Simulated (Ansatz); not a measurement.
Consider a check of PAW against all-electron LAPW of O, space group P4/mmm (the Python package of Ansatz (0.2.0)).

The script, `paw_lapw.py`:
```python
"""Checking the PAW result for O with LAPW."""

import ansatz as az
import numpy as np


def count_gap(report):
    # lowest empty less highest filled band, counting bands; zero where they overlap
    return max(report.get("gap_by_band_count_ev") or 0.0, 0.0)


def main() -> None:
    system = (
        az.Lattice.from_parameters(1.775591, 1.775591, 3.053051, alpha=90.0, beta=90.0, gamma=90.0)
        .atom("O", (0.0, 0.0, 0.0))
    )

    calc = system.calculation()
    calc = calc.functional("pbesol")
    calc = calc.kpoints(15, 15, 9)
    calc = calc.occupations("fermi_dirac", width=0.05)
    calc = calc.stress()
    calc = calc.forces().band_table()
    variants = {
        "PAW": calc.pseudopotentials("paw"),
        "LAPW": calc.pseudopotentials("all_electron", lapw=True),
    }
    # totals differ by the cores that each treatment holds, so compare what does not depend on them
    rows = []
    for label, variant in variants.items():
        summary = variant.run(threads=1, backend="cpu").report
        levels = np.array(summary["eigenvalues_ev"][0]) - summary["fermi_energy_ev"]
        print(label, "levels at the first k-point near E_F:", np.round(levels[np.abs(levels) < 5], 3))
        rows.append((label, summary["n_electrons"], np.trace(summary["stress_gpa"]) / 3, count_gap(summary)))
    print("     treatment  electrons in bands           P GPa  gap by band count eV")
    for row in rows:
        print(f"{str(row[0]):>14s}  {row[1]:18.1f}  {row[2]:14.3f}  {row[3]:20.3f}")


if __name__ == "__main__":
    main()
```

How well do the two treatments of the cores agree on the pressure?

PAW gives 0.705 GPa and LAPW 0.576 GPa, 0.13 GPa apart. They took 1.2 and 7.0 s of processor time.

What the script printed:

```console
$ python paw_lapw.py
DeckWarning: basis.ecutwfc = 420 eV, auto-derived from the records' recommended cutoffs: set by O (normal level)
PAW levels at the first k-point near E_F: [-4.437  4.003  4.003]
LAPW levels at the first k-point near E_F: [-4.435  4.013  4.013]
     treatment  electrons in bands           P GPa  gap by band count eV
           PAW                 6.0           0.705                 0.000
          LAPW                 8.0           0.576                 0.000
```
(Warnings from the package without file and line.)

For a metal this k-point mesh is coarse: on a finer one energies can move by several to tens of meV an atom and pressures by half a GPa or more, differences at one mesh by less. A gap by band count of zero or less means overlapping bands, a metal. No spin polarisation was allowed. This isn't the structure that O takes at ambient conditions. Gaps and levels are Kohn-Sham values on a finite set of k-points. Pressure is positive in compression; the treatments may keep other shells as core, so totals and counts of electrons can differ. The whole script took 11 s on 1 thread of Intel(R) Xeon(R) Processor @ 2.30GHz, with other jobs on the host, peak memory 0.57 GiB.
